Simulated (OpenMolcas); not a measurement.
# CH3BFN (SMILES BN=CF): a chain of runs

Aim: a series of 8 runs (UHF/aug-cc-pVDZ, CASSCF(4,4)/aug-cc-pVDZ, CASPT2(4,4)/aug-cc-pVDZ, CASPT2[IPEA 0](4,4)/aug-cc-pVDZ, SC-NEVPT2(4,4)/aug-cc-pVDZ, PC-NEVPT2(4,4)/aug-cc-pVDZ, MC-PDFT[tPBE](4,4)/aug-cc-pVDZ, MC-PDFT[ftPBE](4,4)/aug-cc-pVDZ) of CH3BFN. 

Program for the calculation: OpenMolcas 26.06.

## (1) Starting point

The species is CH3BFN (7 atoms), meant as a singlet with charge 0. As SMILES, `BN=CF`. The N2–C3 distance was set to 2.690 Å, away from the relaxed value. At this shape a bond of the SMILES string is far longer than usual.

Bond lengths: B1–N2 1.364 Å, C3–F4 1.339 Å, B1–H5 1.196 Å, B1–H6 1.196 Å, C3–H7 1.088 Å. Angles: N2–B1–H5 118.8°, N2–B1–H6 118.8°, F4–C3–H7 110.8°, H5–B1–H6 122.5°.

## (2) The energy at UHF/aug-cc-pVDZ (RICD fitting) (run 1)

Input file coord.xyz:

```xyz
7

B     -1.018355     2.288033     1.225158
N     -0.519255     1.189833     0.587758
C      0.466800    -1.006900    -0.611700
F      0.739900    -2.132000     0.060700
H     -0.253455     3.095333     1.664158
H     -2.204155     2.412433     1.314058
H      0.698200    -1.122000    -1.669000
```

Input file step1.inp:

```
&GATEWAY
BasLib=$CurrDir
Coord=coord.xyz
Basis=aug-cc-pVDZ
Group=NoSym
RICD
&SEWARD
&SCF
UHF
Scramble=0.25
PrOrbitals=0
```

The basis set aug-cc-pVDZ is read from a file made from the Basis Set Exchange's data (not shown).

On the command line:

```bash
$ export MOLCAS_MEM=1860
$ pymolcas step1.inp > step1.log
```

The program printed:

```text
--- Start Module: gateway ---
[...]
--- Stop Module: gateway /rc=_RC_ALL_IS_WELL_ ---
--- Start Module: seward ---
[...]
      Basis functions          119
--- Stop Module: seward /rc=_RC_ALL_IS_WELL_ ---
[...]
--- Start Module: scf ---
[...]
       Convergence after  39 Iterations
[...]
::    Total SCF energy                               -217.9739269168
[...]
      Total spin, S                                     0.7023904680
[...]
      Total electronic charge=   30.000000
      Total            charge=   -0.000000
[...]
      Dipole Moment (debye):
      Origin of the operator (angstrom)=   -0.0101   -0.1070    0.2854
                   X= -1.3316E-01               Y=  9.0304E-01               Z= -1.0129E+00           Total=  1.3635E+00
      Quadrupole Moment (debye*angstrom):
[...]
--- Stop Module: scf /rc=_RC_ALL_IS_WELL_ ---
[...]
```

Wall time 15 s (1 thread of Arm Neoverse V1, shared host); peak memory 0.091 GiB.

## (3) A single-point energy at CASSCF(4,4)/aug-cc-pVDZ (RICD fitting) (run 2)

coord.xyz is that of step 2.

Input file step2.input:

```
&GATEWAY
  BasLib = $CurrDir
  Coord = coord.xyz
  Basis = aug-cc-pVDZ
  Group = NoSym
  RICD

&SEWARD

&RASSCF
  FileOrb = $CurrDir/step1.UnaOrb
  Spin = 1
  Nactel = 4 0 0
  Inactive = 13
  Ras2 = 4
  OrbListing = NoCore
```

The basis set aug-cc-pVDZ is read from a file made from the Basis Set Exchange's data (not shown).

On the command line:

```bash
$ export MOLCAS_MEM=1860
$ pymolcas step2.input > step2.log
```

The program printed:

```text
--- Start Module: gateway ---
[...]
--- Stop Module: gateway /rc=_RC_ALL_IS_WELL_ ---
--- Start Module: seward ---
[...]
      Basis functions          119
--- Stop Module: seward /rc=_RC_ALL_IS_WELL_ ---
[...]
--- Start Module: rasscf ---
[...]
      Number of active orbitals                  4
[...]
      Spin quantum number                      0.0
[...]
      Active orbitals                            4
[...]
      Number of CSFs                            20
[...]
      Number of root(s) required                 1
[...]
      Convergence after 18 iterations
[...]
      printout of CI-coefficients larger than  0.05 for root  1
      energy=    -217.990158
      conf/sym  1111     Coeff  Weight
             1  2200  -0.96291 0.92719
             6  2020   0.21636 0.04681
            11  ud02   0.06000 0.00360
            14  0202   0.13726 0.01884
      Natural orbitals and occupation numbers for root  1
      sym 1:   1.954055   1.898145   0.099803   0.047997
      ************************************************************************************************************************
      *                                                    Final results                                                     *
[...]
::    RASSCF root number  1 Total energy:   -217.99015827
[...]
      Total electronic charge=   30.000000
      Total            charge=   -0.000000
[...]
      Dipole Moment (debye):
      Origin of the operator (angstrom)=   -0.0101   -0.1070    0.2854
                   X= -1.1985E-01               Y=  8.6730E-01               Z= -1.0160E+00           Total=  1.3412E+00
      Quadrupole Moment (debye*angstrom):
[...]
--- Stop Module: rasscf /rc=_RC_ALL_IS_WELL_ ---
[...]
```

Run time: 9.3 s. Hardware: 1 thread of Arm Neoverse V1, shared host; peak memory 0.095 GiB.

## (4) A single-point energy at CASPT2(4,4)/aug-cc-pVDZ (RICD fitting) (run 3)

coord.xyz is that of step 3.

Input file step3.input:

```
* CH3BFN CASPT2

&GATEWAY
  BasLib = $CurrDir
  Coord = coord.xyz
  Basis = aug-cc-pVDZ
  Group = NoSym
  RICD

&SEWARD

&RASSCF
  FileOrb = $CurrDir/step2.RasOrb
  Spin = 1
  Nactel = 4 0 0
  Inactive = 13
  Ras2 = 4
  OrbListing = NoCore

&CASPT2
  IPEA = 0.25
  Imaginary = 0.1
  Frozen = 4
```

The basis set aug-cc-pVDZ is read from a file made from the Basis Set Exchange's data (not shown).

On the command line:

```bash
$ export MOLCAS_MEM=1860
$ pymolcas step3.input > step3.log
```

The program printed:

```text
--- Start Module: gateway ---
[...]
--- Stop Module: gateway /rc=_RC_ALL_IS_WELL_ ---
[...]
      Basis functions          119
[...]
--- Start Module: rasscf ---
[...]
      Number of active orbitals                  4
[...]
      Spin quantum number                      0.0
[...]
      Active orbitals                            4
[...]
      Number of CSFs                            20
[...]
      Number of root(s) required                 1
[...]
      Convergence after  4 iterations
[...]
      printout of CI-coefficients larger than  0.05 for root  1
      energy=    -217.990158
      conf/sym  1111     Coeff  Weight
             1  2200  -0.96291 0.92719
             6  2020   0.21636 0.04681
            11  ud02   0.06000 0.00360
            14  0202   0.13726 0.01884
      Natural orbitals and occupation numbers for root  1
      sym 1:   1.954055   1.898144   0.099804   0.047996
      ************************************************************************************************************************
      *                                                    Final results                                                     *
[...]
::    RASSCF root number  1 Total energy:   -217.99015827
[...]
      Total electronic charge=   30.000000
      Total            charge=   -0.000000
[...]
      Dipole Moment (debye):
      Origin of the operator (angstrom)=   -0.0101   -0.1070    0.2854
                   X= -1.1985E-01               Y=  8.6730E-01               Z= -1.0160E+00           Total=  1.3412E+00
      Quadrupole Moment (debye*angstrom):
[...]
--- Stop Module: rasscf /rc=_RC_ALL_IS_WELL_ ---
[...]
--- Start Module: caspt2 ---
[...]
 ###    WARNING: User changed nr of frozen orbitals.                         ###
 ###############################################################################
[...]
      E2 (Variational):          -0.5131894713
      Total energy:            -218.5033477397
[...]
      Reference weight:           0.86330
[...]
::    CASPT2 Root  1     Total energy:   -218.50334774
[...]
--- Stop Module: caspt2 /rc=_RC_ALL_IS_WELL_ ---
[...]
```

Wall time 7.8 s (1 thread of Arm Neoverse V1, shared host); peak memory 0.12 GiB.

Runs 4 to 7 aren't shown in full; the table further down has their settings and results.

## (5) A single-point energy at MC-PDFT[ftPBE](4,4)/aug-cc-pVDZ (RICD fitting) (run 8)

coord.xyz is that of step 4.

Input file step8.inp:

```
* CH3BFN MC-PDFT

&GATEWAY
 BASLIB
 $CurrDir
 COORD
 coord.xyz
 BASIS
 aug-cc-pVDZ
 GROUP
 NoSym
 RICD

&SEWARD

&RASSCF
 FILEORB
 $CurrDir/step2.RasOrb
 SPIN
 1
 NACTEL
 4 0 0
 INACTIVE
 13
 RAS2
 4
 ORBLISTING
 NoCore

&MCPDFT
 KSDFT
 FT:PBE
```

The basis set aug-cc-pVDZ is read from a file made from the Basis Set Exchange's data (not shown).

On the command line:

```bash
$ export MOLCAS_MEM=1860
$ pymolcas step8.inp > step8.log
```

The program printed:

```text
--- Start Module: gateway ---
[...]
--- Stop Module: gateway /rc=_RC_ALL_IS_WELL_ ---
[...]
      Basis functions          119
[...]
--- Start Module: rasscf ---
[...]
      Number of active orbitals                  4
[...]
      Spin quantum number                      0.0
[...]
      Active orbitals                            4
[...]
      Number of CSFs                            20
[...]
      Number of root(s) required                 1
[...]
      Convergence after  4 iterations
[...]
      printout of CI-coefficients larger than  0.05 for root  1
      energy=    -217.990158
      conf/sym  1111     Coeff  Weight
             1  2200  -0.96291 0.92719
             6  2020   0.21636 0.04681
            11  ud02   0.06000 0.00360
            14  0202   0.13726 0.01884
      Natural orbitals and occupation numbers for root  1
      sym 1:   1.954055   1.898144   0.099804   0.047996
      ************************************************************************************************************************
      *                                                    Final results                                                     *
[...]
::    RASSCF root number  1 Total energy:   -217.99015827
[...]
      Total electronic charge=   30.000000
      Total            charge=   -0.000000
[...]
      Dipole Moment (debye):
      Origin of the operator (angstrom)=   -0.0101   -0.1070    0.2854
                   X= -1.1985E-01               Y=  8.6730E-01               Z= -1.0160E+00           Total=  1.3412E+00
      Quadrupole Moment (debye*angstrom):
[...]
--- Stop Module: rasscf /rc=_RC_ALL_IS_WELL_ ---
[...]
--- Start Module: mcpdft ---
[...]
 ###    WARNING: Deprecation warning: KSDF should be replaced                ###
 ###    with FUNC keyword                                                    ###
 ###############################################################################
[...]
::    MCPDFT root number  1 Total energy:   -218.87308818
--- Stop Module: mcpdft /rc=_RC_ALL_IS_WELL_ ---
[...]
```

Run time: 6.9 s. Hardware: 1 thread of Arm Neoverse V1, shared host; peak memory 0.095 GiB.

## (6) All runs side by side

| run | level | scramble | active rule | energy (Eh) | dipole moment (D) of the reference | wall time |
| --- | --- | --- | --- | --- | --- | --- |
| 1 | UHF/aug-cc-pVDZ (RICD fitting) | 0.25 | – | -217.973927 | 1.36 | 15 s |
| 2 | CASSCF(4,4)/aug-cc-pVDZ (RICD fitting) | – | uhf natural orbitals | -217.990158 | 1.34 | 9.3 s |
| 3 | CASPT2(4,4)/aug-cc-pVDZ (RICD fitting) | – | uhf natural orbitals | -218.503348 | 1.34 | 7.8 s |
| 4 | CASPT2[IPEA 0](4,4)/aug-cc-pVDZ (RICD fitting) | – | uhf natural orbitals | -218.504569 | 1.34 | 7.8 s |
| 5 | SC-NEVPT2(4,4)/aug-cc-pVDZ (RICD fitting) | – | uhf natural orbitals | -218.487604 | 1.34 | 6.3 s |
| 6 | PC-NEVPT2(4,4)/aug-cc-pVDZ (RICD fitting) | – | uhf natural orbitals | -218.487773 | 1.34 | 6.3 s |
| 7 | MC-PDFT[tPBE](4,4)/aug-cc-pVDZ (RICD fitting) | – | uhf natural orbitals | -218.784271 | 1.34 | 7.2 s |
| 8 | MC-PDFT[ftPBE](4,4)/aug-cc-pVDZ (RICD fitting) | – | uhf natural orbitals | -218.873088 | 1.34 | 6.9 s |

## (7) Results

```
                                                              quantity          value
                  run 8, MC-PDFT[ftPBE](4,4)/aug-cc-pVDZ: total energy  -218.87309 Eh
run 8, MC-PDFT[ftPBE](4,4)/aug-cc-pVDZ: dipole moment (CASSCF density)         1.34 D
```

**Reading.** Below the UHF energy at the same shape and in the same basis (aug-cc-pVDZ): CASSCF(4,4) -16.2 mEh; CASPT2(4,4) -529.4 mEh; CASPT2[IPEA 0](4,4) -530.6 mEh; SC-NEVPT2(4,4) -513.7 mEh; PC-NEVPT2(4,4) -513.8 mEh. Active-space methods hold only the correlation inside their space unless a perturbation or CI step follows. Spin contamination of the reference: run 1 ⟨S²⟩ = 1.20. Where it is this large, the reference is a mixture of spin states, and values that rest on it are in doubt. All runs together took 66 s, the longest 15 s.
